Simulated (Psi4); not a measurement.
# One shape, several levels: triplet Si2H4F2

Wanted: a comparison of 3 runs (UDSD-PBEP86/6-31G*, UB3LYP/6-31G*, UOMP2/6-31G*) of triplet Si2H4F2. 

Program for the calculation: Psi4 1.11.

1 further run of the same task is left out (set aside as unsound or not needed).

## (1) Starting point

Si2H4F2 has 8 atoms, charge 0, and is taken as a triplet. As SMILES of the parent species, `F[SiH2][SiH2]F`. The shape is that of a PBE0-D4/def2-TZVP optimisation. This is one conformer, not always the lowest. That shape belongs to the parent species and isn't relaxed for this state.

Bond lengths: F1–Si2 1.605 Å, Si2–Si3 2.350 Å, Si3–F4 1.605 Å, Si2–H5 1.485 Å, Si2–H6 1.487 Å, Si3–H7 1.487 Å, Si3–H8 1.485 Å. Some angles: F1–Si2–Si3 110.4°, Si2–Si3–F4 110.4°, F1–Si2–H5 108.0°, F1–Si2–H6 108.1°, Si3–Si2–H5 111.7°, Si3–Si2–H6 109.2°, Si2–Si3–H7 109.2°, Si2–Si3–H8 111.7°, F4–Si3–H7 108.1°, F4–Si3–H8 108.0°.

## (2) A single-point energy at UDSD-PBEP86/6-31G(d) (density fitting for correlation, spherical functions) (run 1)

The input, f2h4si2.in:

```
memory 2.2 GB

molecule {
  0 3
  F
  Si 1 r2
  Si 2 r3 1 a3
  F 3 r4 2 a4 1 d4
  H 2 r5 1 a5 3 d5
  H 2 r6 5 a6 1 d6
  H 3 r7 4 a7 2 d7
  H 3 r8 7 a8 4 d8

  r2 = 1.604767
  r3 = 2.349795
  a3 = 110.37254
  r4 = 1.604801
  a4 = 110.37389
  d4 = 69.08474
  r5 = 1.485348
  a5 = 108.04679
  d5 = 122.43957
  r6 = 1.48738
  a6 = 109.31878
  d6 = -117.38206
  r7 = 1.487365
  a7 = 108.06599
  d7 = -119.37581
  r8 = 1.485256
  a8 = 109.31945
  d8 = 117.36461
  symmetry c1
}

set globals {
  reference            uks
  puream               true
  e_convergence        1e-09
  d_convergence        1e-08
  scf_type             pk
  dft_radial_points    99
  dft_spherical_points 590
  num_frozen_docc      12
  maxiter              100
}

energy("dsd-pbep86/6-31G*")
print_variables()
```

Run with:

```
$ psi4 -n 1 f2h4si2.in f2h4si2.out
```

f2h4si2.out:

```text
[...]
  Running in c1 symmetry.
[...]
  Nuclear repulsion =  221.605023149629432
[...]
  Multiplicity = 3
[...]
  Nalpha       = 26
  Nbeta        = 24
[...]
    Number of basis functions: 72
[...]
   @UKS iter   1:  -779.62173299988387   -6.07984e-01   5.80939e-03 DIIS/ADIIS
[...]
   @UKS iter  14:  -779.70207471364506   -8.07177e-12   8.07372e-09 DIIS
[...]
   @S^2 Observed:                2.004513720E+00
[...]
    Orbital Energies [Eh]
    ---------------------
    Alpha Occupied:
       1A    -67.921055     2A    -67.921030     3A    -25.740207
       4A    -25.740182     5A     -5.914949     6A     -5.914809
       7A     -4.110173     8A     -4.109422     9A     -4.104455
      10A     -4.104423    11A     -4.101552    12A     -4.101534
      13A     -1.463660    14A     -1.463005    15A     -0.776296
      16A     -0.701051    17A     -0.621130    18A     -0.614642
      19A     -0.609214    20A     -0.601511    21A     -0.598279
      22A     -0.566090    23A     -0.476654    24A     -0.471733
      25A     -0.451503    26A     -0.150384
    Alpha Virtual:
[...]
  @UKS Final Energy:  -779.70207471364506
   => Energetics <=
    Nuclear Repulsion Energy =            221.6050231496294316
    One-Electron Energy =               -1523.8969520790976730
    Two-Electron Energy =                 540.8458518008840201
    DFT Exchange-Correlation Energy =     -18.2559975850608609
    Empirical Dispersion Energy =           0.0000000000000000
    VV10 Nonlocal Energy =                  0.0000000000000000
    Total Energy =                       -779.7020747136450609
[...]
 Multipole Moments:
 ------------------------------------------------------------------------------------
     Multipole            Electronic (a.u.)      Nuclear  (a.u.)        Total (a.u.)
 ------------------------------------------------------------------------------------
 L = 1.  Multiply by 2.5417464519 to convert [e a0] to [Debye]
 Dipole X            :          2.4895893           -3.0426810           -0.5530917
 Dipole Y            :         -1.2589927            1.5388745            0.2798818
 Dipole Z            :         -3.3908727            4.1438687            0.7529960
 Magnitude           :                                                    0.9753190
[...]
```

Wall time 15 s (1 thread of Intel Xeon Platinum 8488C (Sapphire Rapids), shared host); peak memory 0.99 GiB.

## (3) Energy and forces at UB3LYP/6-31G(d) (Cartesian functions) (run 2)

The input, f2h4si2.inp:

```
memory 2200 mb

molecule m {
  0 3
  F     -1.934800     1.205800    -0.274500
  Si    -0.357800     1.128100     0.012400
  Si     0.358600    -1.109600     0.044100
  F      0.281000    -1.742000    -1.428800
  H      0.340100     1.914200    -1.037000
  H     -0.099800     1.743700     1.341600
  H      1.774800    -1.164000     0.495400
  H     -0.477100    -1.941900     0.946800
  symmetry c1
  no_reorient
  no_com
}

set {
  reference            uks
  puream               false
  e_convergence        1e-09
  d_convergence        1e-08
  scf_type             pk
  dft_radial_points    99
  dft_spherical_points 590
  maxiter              100
}

energy_value, wavefunction = gradient('b3lyp/6-31G*', return_wfn=True)
oeprop(wavefunction, 'QUADRUPOLE', 'DIPOLE', 'WIBERG_LOWDIN_INDICES')
```

Run with:

```
$ psi4 -n 1 f2h4si2.inp f2h4si2.out
```

f2h4si2.out, cut to the lines that bear on the results:

```text
[...]
  Running in c1 symmetry.
[...]
  Nuclear repulsion =  221.605031983874795
[...]
  Multiplicity = 3
[...]
  Nalpha       = 26
  Nbeta        = 24
[...]
    Number of basis functions: 76
[...]
   @UKS iter   1:  -780.88219114649655   -3.42154e-01   6.36616e-03 DIIS/ADIIS
[...]
   @UKS iter  13:  -780.96753349749690   -3.63798e-12   9.59060e-09 DIIS
[...]
   @S^2 Observed:                2.001915424E+00
[...]
  @UKS Final Energy:  -780.96753349749690
   => Energetics <=
    Nuclear Repulsion Energy =            221.6050319838747953
    One-Electron Energy =               -1524.0856232730302509
    Two-Electron Energy =                 573.3753330281822400
    DFT Exchange-Correlation Energy =     -51.8622752365236792
    Empirical Dispersion Energy =           0.0000000000000000
    VV10 Nonlocal Energy =                  0.0000000000000000
    Total Energy =                       -780.9675334974969019
[...]
  -Total Gradient:
     Atom            X                  Y                   Z
    ------   -----------------  -----------------  -----------------
       1        0.016354276629    -0.000145035864    -0.003897629597
       2       -0.008817538089    -0.019704645262     0.000190703980
       3       -0.004764757226     0.015150601427    -0.014579776321
       4       -0.005512182765     0.003772336842     0.015410834818
       5       -0.009437570403     0.010354242741     0.002725358748
       6        0.012308007731     0.001625666291    -0.006301871045
       7       -0.006830460394     0.000208828310     0.012129859456
       8        0.006722380264    -0.011254530025    -0.005653838458
[...]
 Multipole Moments:
 ------------------------------------------------------------------------------------
     Multipole            Electronic (a.u.)      Nuclear  (a.u.)        Total (a.u.)
[...]
```

It took 24 s on 1 thread of Intel Xeon Platinum 8488C (Sapphire Rapids), shared host; peak memory 1 GiB.

## (4) The energy at UOMP2/6-31G(d) (density fitting for correlation, spherical functions) (run 3)

The input, input.dat:

```
memory 2200 mb

molecule molecule1 {
  0 3
  F
  Si 1 1.604767
  Si 2 2.349795 1 110.37254
  F 3 1.604801 2 110.37389 1 69.08474
  H 2 1.485348 1 108.04679 3 122.43957
  H 2 1.48738 5 109.31878 1 -117.38206
  H 3 1.487365 4 108.06599 2 -119.37581
  H 3 1.485256 7 109.31945 4 117.36461
  units angstrom
  symmetry c1
}

set basis 6-31G*
set reference uhf
set puream true
set e_convergence 1e-09
set d_convergence 1e-08
set scf_type pk
set num_frozen_docc 12
set maxiter 100

energy_value, wavefunction = energy("omp2", return_wfn=True)
print_variables()
```

Run with:

```
$ psi4 input.dat output.dat -n 1
```

output.dat:

```text
[...]
  Running in c1 symmetry.
[...]
  Nuclear repulsion =  221.605023149629432
[...]
  Multiplicity = 3
[...]
  Nalpha       = 26
  Nbeta        = 24
[...]
    Number of basis functions: 72
[...]
   @UHF iter   1:  -778.80693861567750   -7.51800e-01   5.87424e-03 DIIS/ADIIS
[...]
   @UHF iter  16:  -778.90923142741042   -1.70530e-12   6.17532e-09 DIIS
[...]
   @S^2 Observed:                2.005672595E+00
[...]
    Orbital Energies [Eh]
    ---------------------
    Alpha Occupied:
       1A    -68.857951     2A    -68.857924     3A    -26.298147
       4A    -26.298119     5A     -6.212853     6A     -6.212668
       7A     -4.324721     8A     -4.323870     9A     -4.318551
      10A     -4.318498    11A     -4.315643    12A     -4.315618
      13A     -1.598606    14A     -1.597955    15A     -0.851409
      16A     -0.770731    17A     -0.691419    18A     -0.686866
      19A     -0.680024    20A     -0.675187    21A     -0.671060
      22A     -0.626608    23A     -0.525940    24A     -0.521910
      25A     -0.501370    26A     -0.168956
    Alpha Virtual:
[...]
  @UHF Final Energy:  -778.90923142741042
   => Energetics <=
    Nuclear Repulsion Energy =            221.6050231496294316
    One-Electron Energy =               -1523.6742211748671707
    Two-Electron Energy =                 523.1599665978272924
    Total Energy =                       -778.9092314274104183
  UHF NO Occupations:
  HONO-2 :   24  A 1.9988054
  HONO-1 :   25  A 1.0000000
[...]
 Multipole Moments:
 ------------------------------------------------------------------------------------
     Multipole            Electronic (a.u.)      Nuclear  (a.u.)        Total (a.u.)
 ------------------------------------------------------------------------------------
 L = 1.  Multiply by 2.5417464519 to convert [e a0] to [Debye]
 Dipole X            :          2.4668860           -3.0426810           -0.5757950
 Dipole Y            :         -1.2474610            1.5388745            0.2914135
 Dipole Z            :         -3.3599863            4.1438687            0.7838824
 Magnitude           :                                                    1.0153489
[...]
	Warning: cc_lambda option is changed to TRUE
	For this residual convergence, default PCG convergence is:     1.00e-07
[...]
	DF-SCS-MP2 Total Energy (a.u.)     :  -779.39691538908426
	DF-SOS-MP2 Total Energy (a.u.)     :  -779.38946682320204
[...]
	DF-SCS-OMP2 Total Energy (a.u.)    :  -779.40536465501327
	DF-SOS-OMP2 Total Energy (a.u.)    :  -779.35841356477829
	DF-SCS(N)-OMP2 Total Energy (a.u.) :  -779.14429700633309
[...]
	DF-OMP2 Total Energy (a.u.)        :  -779.42226378290979
[...]
```

Wall time 32 s (1 thread of Intel Xeon Platinum 8488C (Sapphire Rapids), shared host); peak memory 0.28 GiB.

## (5) The series

```tsv
run	level	task	fitting correlation	energy (Eh)	HOMO energy (eV)	⟨S²⟩	wall time
1	UDSD-PBEP86/6-31G* (density fitting for correlation, spherical functions)	energy	density fitting	-779.969380	-4.09	2.005	15 s
2	UB3LYP/6-31G* (Cartesian functions)	gradient	–	-780.967533	-2.80	2.002	24 s
3	UOMP2/6-31G* (density fitting for correlation, spherical functions)	energy	density fitting	-779.422264	-4.60	2.006	32 s
```

## (6) Results

```
                                                         quantity          value
                                              run 3: total energy  -779.42226 Eh
run 3: HOMO energy (Hartree–Fock orbitals) (highest over α and β)       -4.60 eV
 run 3: LUMO energy (Hartree–Fock orbitals) (lowest over α and β)       -2.74 eV
              run 3: correlation energy (12 core orbitals frozen)     -513.0 mEh
                         run 3: ⟨S²⟩ of the reference determinant          2.006
```

**Reading.** Totals of different functionals can't be ranked against each other. All runs together took 71 s, the longest 32 s.
